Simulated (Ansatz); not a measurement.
Working through harmonic frequencies at the relaxed geometry of CH4FIOSi, SMILES O[SiH](I)CF

With Ansatz 0.2.0, Python API.

The cells in order, each with its output:

**Cell 1**
```python
import itertools
import warnings

import ansatz as az
from ase import Atoms
from ase.data import atomic_numbers, covalent_radii
from ase.thermochemistry import IdealGasThermo
import numpy as np
```

**Cell 2**
```python
SETTINGS = {
    'basis_set': 'def2-SVP',
    'xc': 'cam_b3lyp',
}
```

**Cell 3**
```python
warnings.simplefilter('ignore', az.DeckWarning)
```

**Cell 4**
```python
geometry_ang = [
    ('O', (-0.367, 0.9372, 1.573)),
    ('Si', (0.5225, 0.3369, 0.3478)),
    ('I', (2.2558, -0.9991, 1.3937)),
    ('C', (-0.3312, -0.7047, -0.8508)),
    ('F', (-1.4488, -0.0049, -1.3707)),
    ('H', (-1.1807, 1.5161, 1.2613)),
    ('H', (1.2037, 1.4772, -0.3457)),
    ('H', (-0.785, -1.5896, -0.378)),
    ('H', (0.2192, -1.0154, -1.6477)),
]
molecule = az.Crystal.molecule()
for symbol, xyz in geometry_ang:
    molecule = molecule.atom(symbol, xyz)
```

**Cell 5**
```python
job = (
    molecule.calculation()
    .basis(gaussian=SETTINGS['basis_set'])
    .functional(SETTINGS['xc'])
)
symbols = [site.symbol for site in molecule.cartesian_sites]
start = np.array([site.position_ang for site in molecule.cartesian_sites], dtype=float)
def progress(event):
    if event['event'] == 'relax_step':
        row = event['data']
        print(f'step {row["step"]:3d}  E = {row["lagrangian_ev"]:.6f} eV  largest force component {row["allowed_force_max_ev_ang"]:.4f} eV/A')
```

**Cell 6**
```python
r = job.relax(force_tolerance=0.003).session().plan().execute(on_event=progress).report
end = np.array(r['positions_ang'])

# pairs closer than 1.2 times the sum of covalent radii, before or after
radius = [covalent_radii[atomic_numbers[s]] for s in symbols]
span = lambda where, i, j: np.linalg.norm(where[i] - where[j])
bonded = [(i, j) for i, j in itertools.combinations(range(len(symbols)), 2) if min(span(start, i, j), span(end, i, j)) < 1.2 * (radius[i] + radius[j])]
print('pair        before    after (A)')
for i, j in bonded:
    print(f'{symbols[i]}{i}-{symbols[j]}{j}'.ljust(10), f'{span(start, i, j):8.4f} {span(end, i, j):8.4f}')
```
Output:
```text
step   1  E = -21837.188657 eV  largest force component 4.0552 eV/A
step   2  E = -21837.575854 eV  largest force component 1.5585 eV/A
step   3  E = -21837.632267 eV  largest force component 0.3894 eV/A
step   4  E = -21837.640059 eV  largest force component 0.0893 eV/A
step   5  E = -21837.640810 eV  largest force component 0.0778 eV/A
step   6  E = -21837.641106 eV  largest force component 0.0675 eV/A
step   7  E = -21837.641412 eV  largest force component 0.0361 eV/A
step   8  E = -21837.641518 eV  largest force component 0.0132 eV/A
step   9  E = -21837.641547 eV  largest force component 0.0041 eV/A
step  10  E = -21837.641569 eV  largest force component 0.0090 eV/A
step  11  E = -21837.641689 eV  largest force component 0.0674 eV/A
step  12  E = -21837.641214 eV  largest force component 0.3278 eV/A
step  13  E = -21837.641989 eV  largest force component 0.0950 eV/A
step  14  E = -21837.640134 eV  largest force component 0.5746 eV/A
step  15  E = -21837.642970 eV  largest force component 0.0866 eV/A
step  16  E = -21837.644143 eV  largest force component 0.1426 eV/A
step  17  E = -21837.644661 eV  largest force component 0.3957 eV/A
step  18  E = -21837.644177 eV  largest force component 0.4875 eV/A
step  19  E = -21837.647994 eV  largest force component 0.1390 eV/A
step  20  E = -21837.650523 eV  largest force component 0.0941 eV/A
step  21  E = -21837.653124 eV  largest force component 0.2857 eV/A
step  22  E = -21837.654908 eV  largest force component 0.1785 eV/A
step  23  E = -21837.656715 eV  largest force component 0.0951 eV/A
step  24  E = -21837.657115 eV  largest force component 0.0580 eV/A
step  25  E = -21837.657464 eV  largest force component 0.0382 eV/A
step  26  E = -21837.657984 eV  largest force component 0.0295 eV/A
step  27  E = -21837.658080 eV  largest force component 0.0116 eV/A
step  28  E = -21837.658090 eV  largest force component 0.0116 eV/A
step  29  E = -21837.658107 eV  largest force component 0.0040 eV/A
step  30  E = -21837.658108 eV  largest force component 0.0019 eV/A
pair        before    after (A)
O0-Si1       1.6287   1.6493
O0-H5        1.0461   0.9669
Si1-I2       2.4255   2.4492
Si1-C3       1.8029   1.8949
Si1-H6       1.4984   1.4791
C3-F4        1.4174   1.3942
C3-H7        1.1011   1.1026
C3-H8        1.0171   1.1024
```

**Cell 7**
```python
# same settings at the minimum
minimum = az.Crystal.molecule()
for symbol, place in zip(symbols, end):
    minimum = minimum.atom(symbol, place.tolist())
vibrating = (
    minimum.calculation()
    .basis(gaussian=SETTINGS['basis_set'])  # atom-centred Gaussian functions
    .functional(SETTINGS['xc'])
    .phonons(temperatures=(200, 600, 100))
)
vib = vibrating.run(threads=1, pin='off').report['vibrations']
sums = vib['harmonic_sums']
modes = [m['omega_inv_cm'] for m in sums['modes_at_gamma'] if m['rigid_motion'] == 'no']
for number, w in enumerate(modes, start=1):
    print(f'mode {number:2d} {w:9.1f} 1/cm {w / 8065.544 * 1000:8.2f} meV')
print('imaginary modes:', sum(w < 0 for w in modes), ' zero-point energy:', round(sums['zero_point_energy_ev'], 4), 'eV')
# rigid rotor and ideal gas, symmetry number taken as one
gas = IdealGasThermo(vib_energies=[w / 8065.544 for w in modes if w > 0], geometry='linear' if len(modes) == 3 * len(symbols) - 5 else 'nonlinear',
                     atoms=Atoms(symbols, positions=end), symmetrynumber=1, spin=0.0)
print(f'H(298 K) - E = {gas.get_enthalpy(298.15, verbose=False):.4f} eV')
print(f'S(298 K, 1 bar) = {96485.33 * gas.get_entropy(298.15, 1e5, verbose=False):.1f} J/(mol K) with symmetry number 1')
```
Output:
```text
mode  1      50.6 1/cm     6.27 meV
mode  2      98.6 1/cm    12.22 meV
mode  3     184.9 1/cm    22.92 meV
mode  4     198.0 1/cm    24.55 meV
mode  5     281.7 1/cm    34.93 meV
mode  6     302.4 1/cm    37.49 meV
mode  7     418.0 1/cm    51.83 meV
mode  8     669.6 1/cm    83.02 meV
mode  9     701.3 1/cm    86.95 meV
mode 10     833.9 1/cm   103.39 meV
mode 11     842.2 1/cm   104.42 meV
mode 12     893.3 1/cm   110.75 meV
mode 13     938.5 1/cm   116.35 meV
mode 14    1065.9 1/cm   132.16 meV
mode 15    1237.2 1/cm   153.39 meV
mode 16    1314.9 1/cm   163.03 meV
mode 17    1458.3 1/cm   180.80 meV
mode 18    2294.0 1/cm   284.42 meV
mode 19    3067.1 1/cm   380.27 meV
mode 20    3130.2 1/cm   388.09 meV
mode 21    3860.5 1/cm   478.64 meV
imaginary modes: 0  zero-point energy: 1.478 eV
H(298 K) - E = 1.7007 eV
S(298 K, 1 bar) = 371.3 J/(mol K) with symmetry number 1
```

Reading the output:
- Total energies depend on the basis set; only differences at equal settings carry meaning.
- The frequencies are harmonic and unscaled, in a modest basis.
- def2 sets replace the cores of elements past krypton by effective core potentials.
- The result belongs to the one conformer reached from this start, and soft torsions count as harmonic oscillators.
- The entropy takes a symmetry number of 1; a symmetric molecule's is lower by R ln(sigma).
- It ran for 9.3 min on 1 thread of Arm Neoverse V1, with other jobs on the host, peak memory 0.43 GiB.
